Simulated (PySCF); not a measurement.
# BrH6NSi2: the cost of one run

Computed with PySCF 2.14.0. Level: levels as typed in each script, gas phase, geometry from GFN2-xTB.

### 1 Starting geometry

SMILES `N[SiH2][SiH2]Br`, 10 atoms, charge 0, spin multiplicity 1.

Bond lengths: N1–Si2 1.718 Å, N1–H5 1.007 Å, N1–H6 1.008 Å, Si2–Si3 2.304 Å, Si2–H7 1.474 Å, Si2–H8 1.464 Å, Si3–Br4 2.241 Å, Si3–H9 1.461 Å, Si3–H10 1.462 Å. Angles: Si2–N1–H5 120.0°, Si2–N1–H6 120.5°, H5–N1–H6 109.8°, N1–Si2–Si3 105.0°, N1–Si2–H7 115.6°, N1–Si2–H8 105.6°, Si3–Si2–H7 110.7°, Si3–Si2–H8 111.8°, H7–Si2–H8 108.1°, Si2–Si3–Br4 109.7°, Si2–Si3–H9 118.7°, Si2–Si3–H10 116.4°, Br4–Si3–H9 101.3°, Br4–Si3–H10 101.4°, H9–Si3–H10 106.9°.

Geometry (Å):

```xyz
10
BrH6NSi2
N     1.9996    1.3907   -0.3531
Si    2.1261   -0.2126    0.2498
Si    0.0914   -1.1876   -0.2169
Br   -1.5476    0.3145    0.0650
H     2.8074    1.9918   -0.3562
H     1.1687    1.9369   -0.1847
H     2.4446   -0.3313    1.6845
H     3.2126   -0.8332   -0.5094
H    -0.1702   -1.6459   -1.5794
H    -0.3390   -2.2574    0.6823
```

### 2 Excited states (HF/cc-pvdz)

Contents of input.py:

```python
import numpy as np
from pyscf import gto, scf, dft, tdscf
from pyscf.scf import atom_ks, atom_hf
from scipy.linalg import block_diag

def solve(mol, dm0=None, hcore=None):
    mf = scf.UHF(mol) if mol.spin else scf.RHF(mol)
    mf = mf.density_fit(auxbasis='def2-universal-jkfit')
    mf.conv_tol, mf.max_cycle = 1e-8, 80
    if hcore is not None:
        mf.get_hcore = lambda *args: hcore
    mf.kernel(dm0)
    if not mf.converged:
        mf = mf.newton().run(mf.mo_coeff, mf.mo_occ, max_cycle=30)
    assert mf.converged, 'SCF not converged'
    return mf

mol = gto.M(atom='''
N      1.99957     1.39067    -0.35309
Si     2.12609    -0.21256     0.24982
Si     0.09135    -1.18761    -0.21694
Br    -1.54758     0.31448     0.06498
H      2.80740     1.99181    -0.35621
H      1.16873     1.93694    -0.18473
H      2.44462    -0.33126     1.68451
H      3.21261    -0.83324    -0.50940
H     -0.17024    -1.64593    -1.57944
H     -0.33903    -2.25740     0.68228
''', basis='cc-pvdz', charge=0, spin=0, verbose=4)
mf = solve(mol)
td = mf.TDA()
td.nstates, td.singlet, td.conv_tol = 5, True, 1e-5
td.kernel()
td.analyze()
x, y = np.array([p[0] for p in td.xy]), np.array([p[1] + 0 * p[0] for p in td.xy])
f, mu = td.oscillator_strength(), td.transition_dipole()
nto = [td.get_nto(state=i + 1, verbose=4) for i in range(len(td.e))]
# spherically averaged free atoms, for the promolecule
atm = scf.atom_hf.get_atm_nrhf(mol)
pro = block_diag(*[(atm[a[0]][2] * atm[a[0]][3]) @ atm[a[0]][2].T for a in mol._atom])
np.savez('result.npz', e=td.e, f=f, ok=td.converged, w=[n[0] for n in nto], nto=[n[1] for n in nto], x=x, y=y, c=mf.mo_coeff, occ=mf.mo_occ, eps=mf.mo_energy, pro=pro, mu=mu)
```

Command:

```sh
$ OMP_NUM_THREADS=1 python input.py
```

Q: Estimate wall time and peak memory on 1 thread of Intel Xeon Platinum 8488C (Sapphire Rapids), shared host.

About 34 s, with a peak of 0.22 GiB.
